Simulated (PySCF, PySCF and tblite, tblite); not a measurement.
# C₈H₁₃GeN: conformers and averaged spectra

Which conformers does C₈H₁₃GeN (`[CH3][Ge]([CH3])([CH3])[c]1cccnc1`) populate, and what do their averaged NMR parameters look like?

Computed with tblite 0.8.0 (tight binding) and PySCF 2.14.0 (DFT, with response routines of our own); each step states its level. Atoms count from 0 throughout.

## (1) The molecule as given

23 atoms, charge 0, multiplicity 1; geometry from: UFF geometry.

Bonds of the start (Å): C0–Ge1 1.93, C0–H10 1.10, C0–H11 1.12, C0–H12 1.11, C2–H13 1.10, C2–H14 1.12, C2–H15 1.12, C3–H16 1.12, C3–H17 1.11, C3–H18 1.11, C4–C5 1.40, C4–C9 1.40, C5–C6 1.40, C5–H19 1.07, C6–C7 1.41, C6–H20 1.08, C7–H21 1.07, C7–N8 1.36, C9–H22 1.08, Ge1–C2 1.94, Ge1–C3 1.94, Ge1–C4 1.93, N8–C9 1.37.

## (2) GFN2-xTB relaxation, conformer 1

Job settings and geometry (Å):

```
{"job": {"xc": "GFN2-xTB", "basis": "xTB", "kind": "relax"}, "charge": 0, "multiplicity": 1}
C     -1.455000     0.528700    -1.976600
Ge    -1.086400    -0.154300    -0.207500
C     -2.161800     0.789700     1.103200
C     -1.529600    -2.041800    -0.150500
C      0.775000     0.061400     0.262400
C      1.665100     0.656500    -0.645300
C      3.013500     0.809300    -0.293100
C      3.451100     0.362400     0.965100
N      2.566800    -0.220600     1.821600
C      1.245500    -0.373900     1.502000
H     -0.855300    -0.015800    -2.725300
H     -2.543500     0.384300    -2.200800
H     -1.225100     1.614500    -2.002800
H     -1.972100     0.386900     2.111000
H     -1.916500     1.880600     1.078400
H     -3.245900     0.663600     0.860100
H     -1.335500    -2.440800     0.880000
H     -0.904800    -2.603000    -0.876000
H     -2.601200    -2.179100    -0.388900
H      1.337900     1.005300    -1.604100
H      3.708300     1.270900    -0.972800
H      4.481200     0.469200     1.249300
H      0.583300    -0.827200     2.220700
```

On the command line:

```bash
$ OMP_NUM_THREADS=1 python ens_run.py task.json out
```

The driver reads the study from task.json and runs its stages one after another.

What it wrote:

```text
step      E/eV     max force
  0    -776.85052    3.052
  1    -777.10604    1.040
  2    -777.17224    0.842
  3    -777.21610    0.360
  4    -777.23713    0.288
  5    -777.25296    0.372
  6    -777.26211    0.285
  7    -777.27383    0.273
  8    -777.28162    0.216
  9    -777.28554    0.163
 10    -777.28742    0.137
 11    -777.28901    0.098
 12    -777.29028    0.094
 13    -777.29102    0.087
 14    -777.29143    0.044
 15    -777.29171    0.039
 16    -777.29171    0.039
 17    -777.29183    0.037
 18    -777.29203    0.024
 19    -777.29211    0.020
 20    -777.29223    0.022
 21    -777.29229    0.023
 22    -777.29235    0.019
 23    -777.29241    0.016
 24    -777.29246    0.019
 25    -777.29249    0.016
 26    -777.29252    0.013
 27    -777.29254    0.013
 28    -777.29257    0.016
 29    -777.29259    0.019
 30    -777.29262    0.018
 31    -777.29265    0.018
 32    -777.29267    0.018
 33    -777.29269    0.010
 34    -777.29270    0.007
 35    -777.29271    0.007
 36    -777.29272    0.011
 37    -777.29274    0.014
 38    -777.29275    0.011
 39    -777.29276    0.012
 40    -777.29278    0.014
 41    -777.29280    0.013
 42    -777.29282    0.016
 43    -777.29283    0.010
 44    -777.29284    0.011
 45    -777.29285    0.012
 46    -777.29287    0.014
 47    -777.29289    0.014
 48    -777.29290    0.007
 49    -777.29291    0.006
 50    -777.29291    0.007
 51    -777.29292    0.013
 52    -777.29293    0.014
 53    -777.29294    0.009
 54    -777.29294    0.003
```

It took 0.43 s on 1 thread of Arm Neoverse V2, shared host.

Gain 0.442 eV; displacement 0.07 Å root mean square.

GFN2-xTB relaxation, conformer 2:

Job settings and geometry (Å):

```
{"job": {"xc": "GFN2-xTB", "basis": "xTB", "kind": "relax"}, "charge": 0, "multiplicity": 1}
C     -2.067500    -1.506300    -0.626700
Ge    -1.109100     0.010000     0.114100
C     -1.731300     1.640900    -0.700900
C     -1.437200     0.094200     2.028500
C      0.788200    -0.161600    -0.172700
C      1.655300     0.829400     0.283200
C      3.034200     0.711800     0.060800
C      3.525100    -0.401400    -0.618500
N      2.662400    -1.362400    -1.067700
C      1.311900    -1.262900    -0.860300
H     -3.163700    -1.376500    -0.434100
H     -1.903000    -1.553800    -1.718200
H     -1.730300    -2.441100    -0.140700
H     -2.826000     1.748400    -0.527800
H     -1.210700     2.520400    -0.261400
H     -1.548500     1.606600    -1.783300
H     -2.524900     0.193500     2.221300
H     -0.905900     0.954400     2.467200
H     -1.068300    -0.840900     2.520700
H      1.281800     1.693000     0.824100
H      3.711200     1.476700     0.426100
H      4.579300    -0.511100    -0.800300
H      0.672300    -2.034100    -1.223300
```

What it wrote:

```text
step      E/eV     max force
  0    -776.87741    3.435
  1    -777.12073    1.037
  2    -777.17790    0.796
  3    -777.21904    0.348
  4    -777.23782    0.265
  5    -777.25370    0.371
  6    -777.26263    0.301
  7    -777.27382    0.250
  8    -777.28102    0.217
  9    -777.28465    0.155
 10    -777.28637    0.125
 11    -777.28782    0.091
 12    -777.28896    0.093
 13    -777.28965    0.083
 14    -777.29001    0.037
 15    -777.29001    0.037
 16    -777.29014    0.030
 17    -777.29041    0.029
 18    -777.29048    0.032
 19    -777.29057    0.024
 20    -777.29062    0.019
 21    -777.29067    0.017
 22    -777.29071    0.018
 23    -777.29074    0.013
 24    -777.29075    0.008
 25    -777.29077    0.008
 26    -777.29078    0.008
 27    -777.29079    0.010
 28    -777.29081    0.012
 29    -777.29083    0.015
 30    -777.29085    0.013
 31    -777.29088    0.014
 32    -777.29090    0.014
 33    -777.29093    0.016
 34    -777.29097    0.018
 35    -777.29100    0.016
 36    -777.29104    0.013
 37    -777.29108    0.014
 38    -777.29111    0.016
 39    -777.29114    0.017
 40    -777.29117    0.015
 41    -777.29119    0.010
 42    -777.29121    0.009
 43    -777.29122    0.009
 44    -777.29123    0.008
 45    -777.29124    0.006
 46    -777.29124    0.004
 47    -777.29125    0.003
```

Wall time 0.42 s (1 thread of Arm Neoverse V2, shared host).

Relaxing gained 0.414 eV and moved the atoms by 0.06 Å on average (rms).

## (3) Shieldings, conformer 1: B97-2/6-31G*

Job settings and geometry (Å):

```
{"job": {"xc": "B97-2", "basis": "6-31G*", "kind": "nmr", "pop": true}, "charge": 0, "multiplicity": 1}
C     -1.478253     0.551643    -2.023649
Ge    -1.108375    -0.159754    -0.204623
C     -2.197577     0.812987     1.142879
C     -1.540334    -2.097779    -0.129159
C      0.807112     0.083710     0.227576
C      1.710153     0.670855    -0.649234
C      3.037287     0.809350    -0.277994
C      3.417980     0.349724     0.972565
N      2.575023    -0.212462     1.822222
C      1.313938    -0.336974     1.452847
H     -0.892479     0.030801    -2.775911
H     -2.528766     0.419227    -2.265575
H     -1.251063     1.612291    -2.084615
H     -2.003041     0.435537     2.142363
H     -1.968983     1.874577     1.132312
H     -3.256386     0.690569     0.934007
H     -1.341033    -2.499871     0.859718
H     -0.945343    -2.655177    -0.846538
H     -2.589691    -2.261196    -0.356837
H      1.373930     1.017390    -1.617733
H      3.758435     1.262585    -0.941847
H      4.441769     0.432688     1.315002
H      0.660944    -0.803737     2.182304
```

What it wrote:

```text
coarse grid: 86112 points
cycle   1  E = -2444.4689705595  dE =  5.809e-01  |g| = 6.432e-01  |ddm| = 4.618e+00
cycle   2  E = -2444.4459597495  dE =  2.301e-02  |g| = 7.412e-01  |ddm| = 1.303e+00
cycle   3  E = -2444.5668942872  dE = -1.209e-01  |g| = 7.655e-02  |ddm| = 6.928e-01
cycle   4  E = -2444.5677179565  dE = -8.237e-04  |g| = 3.977e-02  |ddm| = 9.488e-02
cycle   5  E = -2444.5680663074  dE = -3.484e-04  |g| = 1.335e-02  |ddm| = 5.121e-02
cycle   6  E = -2444.5681080485  dE = -4.174e-05  |g| = 3.317e-03  |ddm| = 1.655e-02
cycle   7  E = -2444.5681106473  dE = -2.599e-06  |g| = 1.082e-03  |ddm| = 3.814e-03
final grid: 183536 points
cycle   8  E = -2444.5680745826  dE =  4.150e-07  |g| = 1.704e-03  |ddm| = 3.505e-03
cycle   9  E = -2444.5680728975  dE =  1.685e-06  |g| = 2.972e-03  |ddm| = 4.693e-03
cycle  10  E = -2444.5680753258  dE = -2.428e-06  |g| = 3.296e-04  |ddm| = 3.166e-03
cycle  11  E = -2444.5680753503  dE = -2.447e-08  |g| = 2.782e-05  |ddm| = 3.148e-04
cycle  12  E = -2444.5680753505  dE = -1.501e-10  |g| = 6.567e-06  |ddm| = 3.060e-05
converged SCF energy = -2444.5680753505

GIAO shielding tensors (ppm)
atom      isotropic    diamagn.    paramagn.     s11        s22        s33       span
  0 C      195.436     249.888     -54.451    190.413    194.388    201.507     11.093
  1 Ge    1531.383    2762.305   -1230.922   1504.716   1522.022   1567.411     62.695
  2 C      192.173     249.662     -57.489    186.254    189.059    201.206     14.952
  3 C      192.180     249.671     -57.491    186.261    189.070    201.209     14.948
  4 C       66.551     255.507    -188.956     -9.683     21.921    187.415    197.098
  5 C       63.985     261.267    -197.282    -41.451     49.317    184.089    225.541
  6 C       80.757     257.319    -176.562    -16.282     74.143    184.411    200.693
  7 C       54.844     254.409    -199.565    -40.856     47.513    157.877    198.733
  8 N      -41.996     329.934    -371.930   -317.668   -116.964    308.643    626.312
  9 C       50.169     260.429    -210.260    -51.063     49.493    152.077    203.140
 10 H       31.987      32.049      -0.062     27.216     28.999     39.746     12.529
 11 H       32.145      30.661       1.484     26.578     29.963     39.894     13.317
 12 H       31.988      32.045      -0.058     27.220     28.996     39.747     12.527
 13 H       31.933      31.878       0.055     26.305     29.897     39.599     13.294
 14 H       32.215      31.706       0.509     27.128     29.817     39.699     12.570
 15 H       32.163      30.594       1.569     26.948     29.468     40.074     13.127
 16 H       31.933      31.880       0.053     26.305     29.895     39.598     13.294
 17 H       32.214      31.710       0.504     27.127     29.818     39.697     12.570
 18 H       32.163      30.598       1.566     26.947     29.468     40.074     13.127
 19 H       24.802      34.681      -9.878     19.451     22.878     32.077     12.626
 20 H       25.465      28.477      -3.012     22.266     25.008     29.121      6.855
 21 H       23.823      26.146      -2.323     19.838     24.169     27.462      7.624
 22 H       23.582      34.387     -10.805     18.141     21.542     31.064     12.923
```

It took 37 s on 1 thread of Arm Neoverse V2, shared host; peak memory 1 GiB.

This run: HOMO -6.59 eV, LUMO -0.37 eV; dipole 2.39 D.

## (4) Single-point energy, conformer 1: PBE0/def2-SVP

Changed since step 3:

```diff
@@ -1,2 +1,2 @@
-{"job": {"xc": "B97-2", "basis": "6-31G*", "kind": "nmr", "pop": true}, "charge": 0, "multiplicity": 1}
+{"job": {"xc": "PBE0", "basis": "def2-SVP", "kind": "sp"}, "charge": 0, "multiplicity": 1}
 C     -1.478253     0.551643    -2.023649
```

What it wrote:

```text
coarse grid: 86112 points
cycle   1  E = -2443.1339377225  dE =  5.449e-01  |g| = 6.251e-01  |ddm| = 5.133e+00
cycle   2  E = -2443.1159531365  dE =  1.798e-02  |g| = 7.137e-01  |ddm| = 1.257e+00
cycle   3  E = -2443.2193424081  dE = -1.034e-01  |g| = 6.276e-02  |ddm| = 6.609e-01
cycle   4  E = -2443.2197597764  dE = -4.174e-04  |g| = 4.350e-02  |ddm| = 8.852e-02
cycle   5  E = -2443.2201881177  dE = -4.283e-04  |g| = 1.052e-02  |ddm| = 5.481e-02
cycle   6  E = -2443.2202151121  dE = -2.699e-05  |g| = 3.277e-03  |ddm| = 1.556e-02
cycle   7  E = -2443.2202177848  dE = -2.673e-06  |g| = 8.294e-04  |ddm| = 3.862e-03
final grid: 183536 points
cycle   8  E = -2443.2202305214  dE =  1.622e-07  |g| = 1.238e-03  |ddm| = 3.602e-03
cycle   9  E = -2443.2202297883  dE =  7.331e-07  |g| = 2.035e-03  |ddm| = 3.526e-03
cycle  10  E = -2443.2202309098  dE = -1.122e-06  |g| = 2.288e-04  |ddm| = 2.321e-03
cycle  11  E = -2443.2202309217  dE = -1.194e-08  |g| = 2.502e-05  |ddm| = 2.311e-04
cycle  12  E = -2443.2202309219  dE = -1.342e-10  |g| = 5.963e-06  |ddm| = 3.043e-05
converged SCF energy = -2443.2202309219
```

It took 24 s on 1 thread of Arm Neoverse V2, shared host; peak memory 1.1 GiB.

In short: HOMO -6.99 eV, LUMO -0.56 eV; dipole 2.36 D.

[end of part 1 of 2]
